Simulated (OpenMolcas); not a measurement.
# Rh²⁺ among point charges: CASSCF and CASPT2 levels and susceptibility

Aim: the splitting of the states of Rh²⁺ in the field of 3 point charges, its lowest levels with spin-orbit coupling and its magnetic susceptibility.

Method: state-averaged CASSCF and CASPT2, spin-orbit coupling by RASSI with atomic mean-field integrals. Code: OpenMolcas 26.06.

**1. The atom as given**

| Property | Result |
| --- | --- |
| Species | Rh²⁺ (rhodium, Z = 45, 43 electrons) |
| Basis | ANO-RCC-VTZP [7s6p4d2f1g], 68 functions |
| Scalar Hamiltonian | DKH2, point nucleus |
| Inactive shells | 1s 2s 2p 3s 3p 3d 4s 4p |
| Active space | 7 electrons in 5 orbitals (4d) |
| Some configurations of this space | 4d⁷ |
| Orbitals | optimised for each spin and parity, averaged over all roots |

The outer shells:

4d7
```
4d [↑↓][↑↓][↑ ][↑ ][↑ ]
```

The ion sits among 3 point charges of -1.6 e arranged as a planar triangle (D3h), 1.79 Å from the ion.

Each step is its own input file, run in one work folder so that later steps find the files of earlier ones. Labels, J, g values, rates, χT and fits are worked out afterwards by a script from the matrices that RASSI stores.

**2. GATEWAY and SEWARD: basis and integrals**

a.inp

```
&GATEWAY
Coord
1

Rh 0.0 0.0 0.0
Basis=ANO-RCC-VTZP
Group=NoSym
NoMove
AngMom=0.0 0.0 0.0
AMFI
XField
3 Angstrom 0
1.790000 0.000000 0.000000 -1.600000
-0.895000 1.550185 0.000000 -1.600000
-0.895000 -1.550185 0.000000 -1.600000
&SEWARD
```

**3. Reference wave functions, quartets, 10 roots**

a.inp

```
&RASSCF
FileOrb=start.orb
Symmetry=1
Spin=4
nActEl=7 0 0
Inactive=18
Ras2=5
CIRoot=10 10 1
SDav=10
CIMx=300
Iter=120 100
PrWF=0.3
OrbListing=Nothing
MaxOrb=0
>>> COPY $Project.JobIph JOB001
```

start.orb holds the contracted functions of the basis, ordered by shell, or the orbitals of the step before.

**4. CASSCF: doublets, 40 roots**

a.inp

```
&RASSCF
FileOrb=start.orb
Symmetry=1
Spin=2
nActEl=7 0 0
Inactive=18
Ras2=5
CIRoot=40 40 1
SDav=40
CIMx=300
Iter=120 100
PrWF=0.3
OrbListing=Nothing
MaxOrb=0
>>> COPY $Project.JobIph JOB002
```

**5. State interaction with spin-orbit coupling**

a.inp

```
&RASSI
NrOfJobIphs=2 10 40
1 2 3 4 5 6 7 8 9 10
1 2 3 4 5 6 7 8 9 10 11 12 13 14 15 16 17 18 19 20 21 22 23 24 25 26 27
28 29 30 31 32 33 34 35 36 37 38 39 40
IphNames
JOB001
JOB002
EJob
SpinOrbit
DIPRint=1.0
SOCoupling=1000.0
Subsets=2
Property=9
'ANGMOM' 1 'ANGMOM' 2 'ANGMOM' 3 'MLTPL  1' 1 'MLTPL  1' 2 'MLTPL  1' 3
'AMFI' 1 'AMFI' 2 'AMFI' 3
SOProperty=3
'ANGMOM' 1 'ANGMOM' 2 'ANGMOM' 3
```

**6. CASPT2: IPEA 0.25, imaginary shift 0.1 (closed shells correlated: 4s 4p)**

a.inp

```
>>> COPY JOB001 $Project.JobIph
&CASPT2
Multistate=10 1 2 3 4 5 6 7 8 9 10
NoMult
Frozen=14
IPEA=0.25
Imaginary=0.1
MaxIter=60
WThr=0.0 0.3 0.05
PrWF=0.5
NoMix
>>> COPY JOB002 $Project.JobIph
&CASPT2
Multistate=40 1 2 3 4 5 6 7 8 9 10 11 12 13 14 15 16 17 18 19 20 21 22
23 24 25 26 27 28 29 30 31 32 33 34 35 36 37 38 39 40
NoMult
Frozen=14
IPEA=0.25
Imaginary=0.1
MaxIter=60
WThr=0.0 0.3 0.05
PrWF=0.5
NoMix
```

(Steps that only read results are left out.)

**Question.** What will these runs give? Wanted: spin-free ground state; first state of the same spin within the active space; lowest level; next level.

As calculated:

| quantity | value |
| --- | --- |
| method | SS-CASPT2, IPEA 0.25, imaginary shift 0.1 (closed shells correlated: 4s 4p) |
| spin-free ground state | 4E, 2-fold in its orbital part |
| first state of the same spin within the active space | 4A2 at 3210 cm⁻¹ |
| lowest level | 2-fold E3/2, g = 0.00, 0.00, 4.07 |
| next level | 70.1 cm⁻¹ |
| χT at 300 K | 3.17 cm³ K/mol |
| effective moment at 300 K | 5.03 μB |

Cost by method:

```csv
method,time of its own steps,time with the reference
A. CASSCF,33 s,33 s
"B. SS-CASPT2, IPEA 0.25, imaginary shift 0.1, +4s 4p",36 s,70 s
```

Times are of one thread on a shared host.

What this shows: The spin-free ground state (4E) comes to 72 % from free-ion F terms and keeps the highest spin of the shell. χT at 300 K is 3.17, against 1.88 cm³ K/mol for the spin alone, so orbital moment adds to it. An active space of the d shell alone favours high spin; real ions in strong fields can be low spin. CASPT2 does not keep the components of a term degenerate, and the means are used. The field of point charges can differ much from that of real complexes. With metal d orbitals alone active, the gaps between spin states are rough; where two lie within a few thousand cm-1, their order is open. This is an electrostatic model: the charges have no orbitals.
